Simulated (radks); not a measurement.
**Valence configurations of Mo**

An exercise on one series of results from a longer session: the logs are not shown, and one member is left open.

Program: radks (a radial shooting solver on a logarithmic mesh, Libxc functionals) version 1. Level of theory: scalar-relativistic Kohn-Sham, r2SCAN, spin-polarised, spherical densities, finite nucleus; open shells are filled with parallel spins first. These are calculated values, not measurements, unless marked.

## Starting point

```
element            : molybdenum (Z = 42)
charge             : 0
electrons          : 42
configuration      : [Kr] 4d5 5s1
nuclear rms radius : 4.4091 fm
others tried       : 4d4 5s1 5p1; 4d5 5p1; 4d4 5s2; 4d5 5s0.5 5p0.5; 4d6; 4d5.5 5s0.5; 4d4.5 5s1.5; 4d3 5p3; 4d4 5p2
```

Outer shells as boxes (Hund's rule):

Mo
```
[Kr] core
4d [↑ ][↑ ][↑ ][↑ ][↑ ]
5s [↑ ]
```

Set-up of the first run:

Input:

```text
Z 42
configuration [Kr] 4d5 5s1
relativity scalar-relativistic
functional r2scan,r2scan
spin polarised
nucleus finite rms 4.4091 fm
c 137.035999084
```

Among the steps run: [Kr] 4d5 5s1.

One table of the session follows, with a row left open; its other results are not shown here.

From the orbitals of this run (lengths in bohr):

| level | <r> | outermost maximum (interpolated) | 90 % within | nodes |
| --- | --- | --- | --- | --- |
| 3d up | 0.4153 | 0.323 | 0.663 | 0 |
| 3d down | 0.4153 | 0.324 | 0.663 | 0 |
| 4s up | 1.118 | 0.995 | 1.63 | 3 |
| 4s down | ? | ? | ? | ? |
| 4p up | 1.250 | 1.08 | 1.86 | 2 |
| 4p down | 1.230 | 1.07 | 1.82 | 2 |
| 5s up | 3.418 | 2.87 | 5.09 | 4 |
| 4d up | 1.955 | 1.39 | 3.22 | 1 |

Q: Estimate the row for 4s down from the others.

**Answer.** <r>: 1.106; outermost maximum (interpolated): 0.986; 90 % within: 1.61; nodes: 3. In the column «<r>» it lies between 3d down (0.4153) and 4s up (1.118).
